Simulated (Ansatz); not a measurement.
**C₂H₇BO: how energies converge with the basis set**

The task here is to estimate one member of a computed series from the others.

Computed with Ansatz 0.2.0, Gaussian basis. Level: one geometry, several basis sets.

Plan: PBE0-D4/def2-SVP; ωB97M-V/def2-SVP; PBE0-D4/def2-QZVPP; ωB97M-V/def2-QZVPP; the functionals' def2-TZVPP values are taken from earlier runs.

1 further run of the same task is left out (it didn't finish).

**Structure used throughout**

All runs share one geometry, relaxed beforehand with PBE0-D4 in a triple-zeta def2 set.

SMILES `BOCC`, 11 atoms, charge 0, spin multiplicity 1.

Atoms are counted from 1 here; the program's logs count them from 0.

Bond lengths: B1–O2 1.339 Å, B1–H5 1.197 Å, B1–H6 1.204 Å, O2–C3 1.421 Å, C3–C4 1.509 Å, C3–H7 1.096 Å, C3–H8 1.094 Å, C4–H9 1.092 Å, C4–H10 1.092 Å, C4–H11 1.092 Å. Angles: O2–B1–H5 117.0°, O2–B1–H6 120.2°, H5–B1–H6 122.7°, B1–O2–C3 122.3°, O2–C3–C4 110.2°, O2–C3–H7 109.5°, O2–C3–H8 107.0°, C4–C3–H7 111.2°, C4–C3–H8 110.6°, H7–C3–H8 108.3°, C3–C4–H9 110.6°, C3–C4–H10 110.8°, C3–C4–H11 110.1°, H9–C4–H10 108.4°, H9–C4–H11 108.4°, H10–C4–H11 108.3°.

Set-up of the first run:

Contents of in.yaml:

```yaml
crystal:
  periodic: [false, false, false]
  atoms:
    - {symbol: B, position_ang: [-0.401889, 1.809012, 0.647507]}
    - {symbol: O, position_ang: [-0.780789, 0.708636, -0.013833]}
    - {symbol: C, position_ang: [-0.253918, -0.576814, 0.286856]}
    - {symbol: C, position_ang: [0.532735, -1.105213, -0.886893]}
    - {symbol: H, position_ang: [-0.897307, 2.844656, 0.309147]}
    - {symbol: H, position_ang: [0.403609, 1.733130, 1.539251]}
    - {symbol: H, position_ang: [0.369558, -0.516037, 1.185583]}
    - {symbol: H, position_ang: [-1.105122, -1.228214, 0.503860]}
    - {symbol: H, position_ang: [-0.088227, -1.135529, -1.784112]}
    - {symbol: H, position_ang: [1.400164, -0.473250, -1.089526]}
    - {symbol: H, position_ang: [0.886485, -2.117379, -0.677337]}
basis:
  gaussian: {orbitals: def2-SVP}
hamiltonian: {xc: pbe0, dispersion: d4}
output: {orbitals: {seedname: orbitals}}
```

The run is started by

```sh
$ ansatz run in.yaml --threads 4 --pin off --events-out ev --progress --plain --max-ram 10444MiB
```

Among the steps run: PBE0-D4 in def2-SVP; ωB97M-V in def2-SVP; PBE0-D4 in def2-QZVPP; ωB97M-V in def2-QZVPP.

One table of the session follows, with a row left open; its other results are not shown here.

It belongs to the step «Density functionals: the series». 

```
functional       basis  HOMO (eV)  LUMO (eV)
   PBE0-D4    def2-SVP          ?          ?
   PBE0-D4  def2-TZVPP      -8.52      -0.32
   PBE0-D4  def2-QZVPP      -8.54      -0.39
   ωB97M-V    def2-SVP     -10.76       2.00
   ωB97M-V  def2-TZVPP     -10.89       1.51
   ωB97M-V  def2-QZVPP     -10.90       1.22
```

Estimate the missing values for PBE0-D4, def2-SVP.

As computed: HOMO (eV): -8.44; LUMO (eV): -0.08. In the column «HOMO (eV)» it is the highest.
